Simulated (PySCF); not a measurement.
# TPSS/def2-SVP (core potential) run of InCNClF (SMILES N#[C][In]([F])[Cl])

What is the energy change on altering one bond length of InCNClF at TPSS/def2-SVP (core potential)? 

The results are computed with PySCF 2.14.0.

1 further run of the same task is left out (set aside as unsound or not needed).

**1. The structure to begin with**

InCNClF: 5 atoms, total charge 0, spin state singlet. SMILES: `N#[C][In]([F])[Cl]`. The coordinates come from a PBE0-D4/def2-TZVP relaxation.

Bond lengths: N1–C2 1.152 Å, C2–In3 2.082 Å, In3–F4 1.924 Å, In3–Cl5 2.280 Å. Angles: N1–C2–In3 178.9°, C2–In3–F4 118.2°, C2–In3–Cl5 125.8°, F4–In3–Cl5 115.9°.

**2. A single-point energy at TPSS/def2-SVP (core potential)**

calc.py

```python
from pyscf import gto, dft

mol = gto.M(
    atom='''
N     -1.392600     1.451400     1.648800
C     -0.781900     0.784400     0.934900
In     0.330400    -0.389600    -0.376400
F      0.434400    -2.280900    -0.039700
Cl     1.459700     0.361000    -2.209100
''',
    basis='def2-svp',
    ecp={'In': 'def2-svp'},
    max_memory=1860,
    verbose=4,
)

myscf = dft.RKS(mol)
myscf.xc = 'tpss'
myscf.conv_tol = 1e-10
myscf.grids.level = 5
myscf.kernel()
if not myscf.converged:
    myscf = myscf.newton().run(myscf.mo_coeff, myscf.mo_occ)

etot = myscf.e_tot
print('E(%s) = %.9f' % ('TPSS', etot))
```

Started as:

```sh
OMP_NUM_THREADS=1 python calc.py
```

Standard output:

```text
PySCF version 2.14.0

[INPUT] num. atoms = 5
[INPUT] num. electrons = 60
[INPUT] charge = 0
[INPUT] spin (= nelec alpha-beta = 2S) = 0
[INPUT] symmetry False subgroup None
[INPUT] Mole.unit = angstrom
[INPUT] Symbol           X                Y                Z      unit          X                Y                Z       unit  Magmom
[INPUT]  1 N     -1.392600000000   1.451400000000   1.648800000000 AA   -2.631632601069   2.742748497194   3.115780434183 Bohr   0.0
[INPUT]  2 C     -0.781900000000   0.784400000000   0.934900000000 AA   -1.477576856797   1.482301172109   1.766704953856 Bohr   0.0
[INPUT]  3 In     0.330400000000  -0.389600000000  -0.376400000000 AA    0.624365511556  -0.736237298131  -0.711292913286 Bohr   0.0
[INPUT]  4 F      0.434400000000  -2.280900000000  -0.039700000000 AA    0.820897028511  -4.310276317520  -0.075022127145 Bohr   0.0
[INPUT]  5 Cl     1.459700000000   0.361000000000  -2.209100000000 AA    2.758433224028   0.682191130968  -4.174593981777 Bohr   0.0

nuclear repulsion = 275.341192927487
number of shells = 36
number of NR pGTOs = 169
number of NR cGTOs = 86
basis = def2-svp
ecp = {'In': 'def2-svp'}

******** <class 'pyscf.dft.rks.RKS'> ********
method = RKS
initial guess = minao
damping factor = 0
level_shift factor = 0
DIIS = <class 'pyscf.scf.diis.CDIIS'>
diis_start_cycle = 1
diis_space = 8
diis_damp = 0
SCF conv_tol = 1e-10
SCF conv_tol_grad = None
SCF max_cycles = 50
direct_scf = True
direct_scf_tol = 1e-13
XC library pyscf.dft.libxc version 7.0.0
    S. Lehtola, C. Steigemann, M. J.T. Oliveira, and M. A.L. Marques.,  SoftwareX 7, 1–5 (2018)
XC functionals = tpss
    J. Tao, J. P. Perdew, V. N. Staroverov, and G. E. Scuseria.,  Phys. Rev. Lett. 91, 146401 (2003)
    J. Tao, J. P. Perdew, V. N. Staroverov, and G. E. Scuseria.,  Phys. Rev. Lett. 91, 146401 (2003)
radial grids:
    Treutler-Ahlrichs [JCP 102, 346 (1995); DOI:10.1063/1.469408] (M4) radial grids

becke partition: Becke, JCP 88, 2547 (1988); DOI:10.1063/1.454033
pruning grids: <function nwchem_prune>
grids dens level: 5
symmetrized grids: False
atomic radii adjust function: <function treutler_atomic_radii_adjust>
small_rho_cutoff = 0
Set gradient conv threshold to 1e-05
Initial guess from minao.
tot grids = 219344
init E= -821.981695643694
  HOMO = -0.627986227807444  LUMO = -0.586863218690213  gap/eV = 1.11901
cycle= 1 E= -840.996603392929  delta_E=  -19  |g|= 2.69  |ddm|= 13.4
  HOMO = 0.095692155184749  LUMO = 0.100902332723184  gap/eV = 0.14178
cycle= 2 E= -823.960808247761  delta_E=   17  |g|= 8.24  |ddm|= 18.5
  HOMO = -0.220430562004253  LUMO = -0.0427962220449832  gap/eV = 4.83368
cycle= 3 E= -841.587961209741  delta_E= -17.6  |g|= 2.06  |ddm|= 17.4
  HOMO = -0.206809414448522  LUMO = -0.108032885859255  gap/eV = 2.68785
cycle= 4 E= -841.82790613413  delta_E= -0.24  |g|= 2.06  |ddm|= 3.01
  HOMO = -0.259124169561082  LUMO = -0.116702958371622  gap/eV = 3.87548
cycle= 5 E= -842.712794757508  delta_E= -0.885  |g|= 0.335  |ddm|= 1.54
  HOMO = -0.296155813806173  LUMO = -0.120447957926037  gap/eV = 4.78125
cycle= 6 E= -842.727842044318  delta_E= -0.015  |g|= 0.293  |ddm|= 0.815
  HOMO = -0.311866519234865  LUMO = -0.123094218491163  gap/eV = 5.13676
cycle= 7 E= -842.748601598776  delta_E= -0.0208  |g|= 0.0819  |ddm|= 0.329
  HOMO = -0.307457210286808  LUMO = -0.12226893693549  gap/eV = 5.03923
cycle= 8 E= -842.750087371184  delta_E= -0.00149  |g|= 0.0262  |ddm|= 0.0869
  HOMO = -0.307934723816607  LUMO = -0.122074346094844  gap/eV = 5.05752
cycle= 9 E= -842.75021870737  delta_E= -0.000131  |g|= 0.00656  |ddm|= 0.0282
  HOMO = -0.307733589759673  LUMO = -0.121925439553693  gap/eV = 5.05610
cycle= 10 E= -842.750229888251  delta_E= -1.12e-05  |g|= 0.00171  |ddm|= 0.00739
  HOMO = -0.307692400873522  LUMO = -0.121875054661571  gap/eV = 5.05635
cycle= 11 E= -842.750230561278  delta_E= -6.73e-07  |g|= 0.000406  |ddm|= 0.00139
  HOMO = -0.307742571196975  LUMO = -0.12189699975129  gap/eV = 5.05712
cycle= 12 E= -842.750230597804  delta_E= -3.65e-08  |g|= 7.86e-05  |ddm|= 0.000402
  HOMO = -0.307732817866723  LUMO = -0.121894141420802  gap/eV = 5.05693
cycle= 13 E= -842.750230599639  delta_E= -1.83e-09  |g|= 1.83e-05  |ddm|= 0.000121
  HOMO = -0.30773342496472  LUMO = -0.121894107248808  gap/eV = 5.05695
cycle= 14 E= -842.750230599722  delta_E= -8.28e-11  |g|= 2.97e-06  |ddm|= 2.37e-05
  HOMO = -0.307732564832305  LUMO = -0.121893815542914  gap/eV = 5.05693
Extra cycle  E= -842.750230599706  delta_E= 1.55e-11  |g|= 8.37e-06  |ddm|= 1.1e-05
converged SCF energy = -842.750230599706
E(TPSS) = -842.750230600
```

Run time: 39 s. Hardware: 1 thread of Intel Xeon at 2.70GHz, shared host; peak memory 0.45 GiB.

**3. The distorted shape at the same level**

job.py

```python
from pyscf import gto, dft

mol = gto.Mole()
mol.atom = '''
N     -1.575799     1.651488     1.862957
C     -0.781900     0.784400     0.934900
In     0.330400    -0.389600    -0.376400
F      0.434400    -2.280900    -0.039700
Cl     1.459700     0.361000    -2.209100
'''
mol.basis = 'def2-svp'
mol.verbose = 3
mol.ecp = {'In': 'def2-svp'}
mol.max_memory = 1860
mol.build()

mf = dft.RKS(mol)
mf.xc = 'tpss'
mf.conv_tol = 1e-10
mf.grids.level = 5
mf.kernel()
if not mf.converged:
    mf = mf.newton().run(mf.mo_coeff, mf.mo_occ)

e_tot = mf.e_tot
print(f'total energy: {e_tot:.8f} hartree')
```

Started as:

```sh
OMP_NUM_THREADS=1 python job.py
```

Standard output:

```text
converged SCF energy = -842.633806810063
total energy: -842.63380681 hartree
```

It took 34 s on 1 thread of Intel Xeon at 2.70GHz, shared host; peak memory 0.45 GiB.

**4. Summary of results**

At TPSS/def2-SVP (core potential):

| quantity | value |
| --- | --- |
| first shape: total energy | -842.75023 Eh |
| first shape: dipole moment | 1.36 D |
| first shape: HOMO energy | -8.37 eV |
| first shape: LUMO energy | -3.32 eV |
| first shape: HOMO–LUMO gap | 5.06 eV |
| distorted shape: total energy | -842.63381 Eh |
| distorted shape: dipole moment | 1.27 D |
| distorted shape: HOMO energy | -7.78 eV |
| distorted shape: LUMO energy | -4.08 eV |
| distorted shape: HOMO–LUMO gap | 3.70 eV |
| energy change with the N1–C2 bond stretched from 1.152 to 1.498 Å | 3.168 eV |

**Reading.** With the N1–C2 bond stretched from 1.152 to 1.498 Å the energy rises by 3.17 eV (73 kcal/mol). The first shape isn't relaxed at this level, so the change isn't measured from a minimum. Mulliken charges (first shape) run from -0.38 on F4 to +0.74 on In3. Mulliken charges (distorted shape) run from -0.37 on F4 to +0.75 on In3.
